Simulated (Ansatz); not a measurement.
**CH₃AlF₂O: basis-set convergence**

An exercise on one series of results from a longer session: the logs are not shown, and one member is left open.

The runs use Ansatz 0.2.0, Gaussian basis; one geometry, several basis sets.

Levels to be run: PBE0-D4/def2-SVP; ωB97M-V/def2-SVP; PBE0-D4/def2-QZVPP; ωB97M-V/def2-QZVPP; the functionals' def2-TZVPP values are taken from earlier runs.

### Structure used throughout

An earlier PBE0-D4 in a triple-zeta def2 set relaxation fixed the geometry.

8 atoms, charge 0, spin multiplicity 1.

Atoms are counted from 1 here; the program's logs count them from 0.

Bond lengths: C1–O2 1.401 Å, C1–H6 1.095 Å, C1–H7 1.094 Å, C1–H8 1.094 Å, O2–Al3 1.661 Å, Al3–F4 1.634 Å, Al3–F5 1.639 Å. Angles: O2–C1–H6 112.5°, O2–C1–H7 109.7°, O2–C1–H8 109.7°, H6–C1–H7 108.4°, H6–C1–H8 108.4°, H7–C1–H8 108.1°, C1–O2–Al3 136.9°, O2–Al3–F4 119.6°, O2–Al3–F5 122.1°, F4–Al3–F5 118.3°.

Set-up of the first run:

Input file in.yaml:

```yaml
crystal:
  periodic: [false, false, false]
  atoms:
    - {symbol: C, position_ang: [-0.238964, 0.900664, 0.881537]}
    - {symbol: O, position_ang: [-0.459816, -0.316333, 0.222586]}
    - {symbol: Al, position_ang: [0.227619, -1.156266, -1.035257]}
    - {symbol: F, position_ang: [-0.392628, -2.602712, -1.474516]}
    - {symbol: F, position_ang: [1.520290, -0.581160, -1.861820]}
    - {symbol: H, position_ang: [0.609614, 1.454150, 0.465209]}
    - {symbol: H, position_ang: [-0.042835, 0.715714, 1.941635]}
    - {symbol: H, position_ang: [-1.131078, 1.528943, 0.804826]}
basis:
  gaussian: {orbitals: def2-SVP}
hamiltonian: {xc: pbe0, dispersion: d4}
output: {orbitals: {seedname: orbitals}}
```

Steps of the session up to this table: PBE0-D4 in def2-SVP; ωB97M-V in def2-SVP; PBE0-D4 in def2-QZVPP; ωB97M-V in def2-QZVPP.

One of the session's tables, all rows but one given; the rest of the session is left out.

It belongs to the step «Density functionals: the series». 

```
functional       basis  HOMO (eV)
   PBE0-D4    def2-SVP      -8.57
   PBE0-D4  def2-TZVPP      -8.73
   PBE0-D4  def2-QZVPP          ?
   ωB97M-V    def2-SVP     -10.97
   ωB97M-V  def2-TZVPP     -11.15
   ωB97M-V  def2-QZVPP     -11.18
```

Estimate the missing values for PBE0-D4, def2-QZVPP.

**Answer.** HOMO (eV): -8.76. In the column «HOMO (eV)» it lies between ωB97M-V, def2-SVP (-10.97) and PBE0-D4, def2-TZVPP (-8.73).
